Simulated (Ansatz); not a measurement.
# BN: the cost of one run

All numbers are computed with Ansatz 0.2.0, driven from Python. Level of theory: DFT PBE, plane waves, PAW.

The COD entry's cell or inner coordinates are ideal or old and differ from later refinements, so a difference from it is no clean test against experiment.

## Step 1: Starting point

Symmetry: P6_3/mmc, No. 194, hexagonal system. The conventional cell has a = 2.498 Å, b = 2.498 Å, c = 6.636 Å, α = 90.00°, β = 90.00°, γ = 120.00°. B (site symmetry -6m2) has 3 N at 1.44 Å as nearest neighbours. N (site symmetry -6m2) has 3 B at 1.44 Å as nearest neighbours.

The script holds or builds the structure itself.

## Step 2: The script

The input, run_md.py:

```python
# -*- coding: utf-8 -*-
"""A few tens of MD steps for BN."""

import ansatz
from ase import Atoms
from ase.neighborlist import neighbor_list
import numpy as np


def main():
    vectors = np.array([
        [2.49824, 0.0, 0.0],
        [-1.24912, 2.163539, 0.0],
        [0.0, 0.0, 6.6357],
    ])
    structure = (
        ansatz.Lattice.of(vectors)
        .atom("B", (1 / 3, 2 / 3, 0.25))
        .atom("B", (2 / 3, 1 / 3, 0.75))
        .atom("N", (1 / 3, 2 / 3, 0.75))
        .atom("N", (2 / 3, 1 / 3, 0.25))
    )

    # a small cell and a short run: a test of the set-up, no statistics
    setup = (
        structure.supercell(2, 1, 1).calculation()
        .kpoints(3, 3, 1)
        .occupations("Methfessel-Paxton", width=100 * ansatz.meV)  # the run then minimises F = E - TS
        .pseudopotentials("paw")
        .functional(ansatz.Functional.PBE)
        .md("npt_langevin", timestep=3.0, steps=15, temperature=2000, friction=0.02, pressure=5, initial_velocities="maxwell_boltzmann", seed=500)
    )
    steps = []


    def collect(event):
        if event["event"] == "md_step":
            steps.append(event["data"])


    done = setup.session().plan().execute(on_event=collect)
    summary = done.report

    for s in steps[::1]:
        print("%3d %7.1f fs  total %.4f eV  T %6.1f K" % (s["step"], s["time_fs"], s["lagrangian_ev"] + s["e_kin_ev"], s["temperature_k"]))

    temperature = np.array([s["temperature_k"] for s in steps])
    print(f"mean temperature of the second half {temperature[len(steps) // 2 :].mean():.1f} K")

    print("last positions (A) and velocities (A/fs)")
    for site, xyz, vel in zip(done.lattice.sites, steps[-1]["positions_ang"], steps[-1]["velocities_ang_fs"]):
        print(f"{site.symbol:2s}", " ".join(f"{v:8.4f}" for v in xyz), " ", " ".join(f"{v:9.5f}" for v in vel))

    symbols = [site.symbol for site in done.lattice.sites]
    pairs = np.concatenate([neighbor_list("d", Atoms(symbols, positions=s["positions_ang"], cell=done.lattice.cell_ang, pbc=True), 4.5) for s in steps[len(steps) // 2 :]])
    counts, edges = np.histogram(pairs, bins=np.arange(0.5, 4.51, 0.25))
    for low, count in zip(edges, counts / (len(symbols) * len(steps[len(steps) // 2 :]))):
        print(f"{low:4.2f}-{low + 0.25:4.2f} A  {count:6.2f} neighbours an atom")


if __name__ == "__main__":
    main()
```

## Step 3: The calls as engine input

The package turns the script's settings into the engine's input:

```yaml
crystal:
  lattice:
    - [2.49824, 0.0, 0.0]
    - [-1.24912, 2.163539, 0.0]
    - [0.0, 0.0, 6.6357]
  atoms:
    - { symbol: B, position: [0.3333333333333333, 0.6666666666666666, 0.25] }
    - { symbol: B, position: [0.6666666666666666, 0.3333333333333333, 0.75] }
    - { symbol: "N", position: [0.3333333333333333, 0.6666666666666666, 0.75] }
    - { symbol: "N", position: [0.6666666666666666, 0.3333333333333333, 0.25] }
  supercell: [2, 1, 1]
kpoints:
  mp_grid:
    grid: [3, 3, 1]
hamiltonian:
  xc: pbe
  pseudopotentials:
    kind: paw
scf:
  occupations:
    method: methfessel_paxton
    width: 0.1
md:
  timestep: 3.0
  n_steps: 15
  ensemble: npt_langevin
  temperature: 2000.0
  friction: 0.02
  pressure: 5.0
  initial_velocities: maxwell_boltzmann
  seed: 500
```

## Step 4: Running it

Started as:

```sh
python run_md.py
```

What time and memory should one allow on 1 thread of Arm Neoverse V1, shared host?

About 21 s, with a peak of 0.4 GiB.
